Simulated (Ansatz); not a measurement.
Task: a rigid scan of one bond length of C2H4OSe, SMILES CC(O)=[Se], with Ansatz 0.2.0 through its Python package. Give the script and its output. Level of theory (for the species named): CAM-B3LYP, def2-SVP basis, multiplicity 1.

```xyz
8

C     0.0865    0.7967    0.0842
C    -0.0724   -0.5771   -0.3787
O    -0.0631   -1.6196    0.5234
Se   -0.1905   -0.8284   -2.3403
H     1.0074    0.9885    0.5764
H    -0.7978    1.0936    0.7620
H     0.0126    1.5149   -0.8054
H     0.1095   -1.4256    1.5226
```

`scan.py`
```python
import ansatz as az
import numpy as np

geometry_ang = [
    ('C', (0.0865, 0.7967, 0.0842)),
    ('C', (-0.0724, -0.5771, -0.3787)),
    ('O', (-0.0631, -1.6196, 0.5234)),
    ('Se', (-0.1905, -0.8284, -2.3403)),
    ('H', (1.0074, 0.9885, 0.5764)),
    ('H', (-0.7978, 1.0936, 0.762)),
    ('H', (0.0126, 1.5149, -0.8054)),
    ('H', (0.1095, -1.4256, 1.5226)),
]
system = az.Crystal.molecule()
for symbol, xyz in geometry_ang:
    system = system.atom(symbol, xyz)

symbols = [site.symbol for site in system.cartesian_sites]
start = np.array([site.position_ang for site in system.cartesian_sites])
axis = (start[5] - start[0]) / np.linalg.norm(start[5] - start[0])
moving = [5]
lengths, energies = [1.015, 1.061, 1.107, 1.153, 1.199, 1.245, 1.291, 1.361], []
for length in lengths:
    xyz = start.copy()
    xyz[moving] += (length - np.linalg.norm(start[5] - start[0])) * axis
    point = az.Crystal.molecule()
    for symbol, place in zip(symbols, xyz):
        point = point.atom(symbol, place.tolist())
    calc = point.calculation()
    calc = calc.basis(gaussian='def2-SVP').functional('cam_b3lyp')
    r = calc.run(threads=1, backend='cpu').report
    energies.append(r['free_energy_ev'])
    print(f'r = {length:6.3f} A  E = {energies[-1]:.5f} eV  <S^2> = {abs(r["mean_field"]["state"]["spin_squared"]):.3f}')

fit = np.polynomial.Polynomial.fit(lengths, np.array(energies) - min(energies), 4).convert()
roots = [r.real for r in fit.deriv().roots() if abs(r.imag) < 1e-9 and fit.deriv(2)(r.real) > 0]
r_e = min(roots, key=lambda r: abs(r - lengths[int(np.argmin(energies))]))
print(f'minimum of the fit at {r_e:.4f} A, force constant {fit.deriv(2)(r_e):.2f} eV/A^2')
```

Output of `python scan.py`:
```text
r =  1.015 A  E = -69524.44602 eV  <S^2> = 0.000
r =  1.061 A  E = -69524.57071 eV  <S^2> = 0.000
r =  1.107 A  E = -69524.60690 eV  <S^2> = 0.000
r =  1.153 A  E = -69524.57504 eV  <S^2> = 0.000
r =  1.199 A  E = -69524.49131 eV  <S^2> = 0.000
r =  1.245 A  E = -69524.36842 eV  <S^2> = 0.000
r =  1.291 A  E = -69524.21642 eV  <S^2> = 0.000
r =  1.361 A  E = -69523.94654 eV  <S^2> = 0.000
minimum of the fit at 1.1066 A, force constant 32.31 eV/A^2
```

Notes:
- Total energies depend on the basis set; only differences at equal settings carry meaning.
- The rest of the molecule is held rigid at a force-field or estimated start geometry, and the basis set is modest; single-reference methods fail as a bond breaks.
- The orbitals are restricted, so S² is zero by construction.
- Finished in 31 s on 1 thread of Arm Neoverse V2 (shared host), peak memory 0.28 GiB.
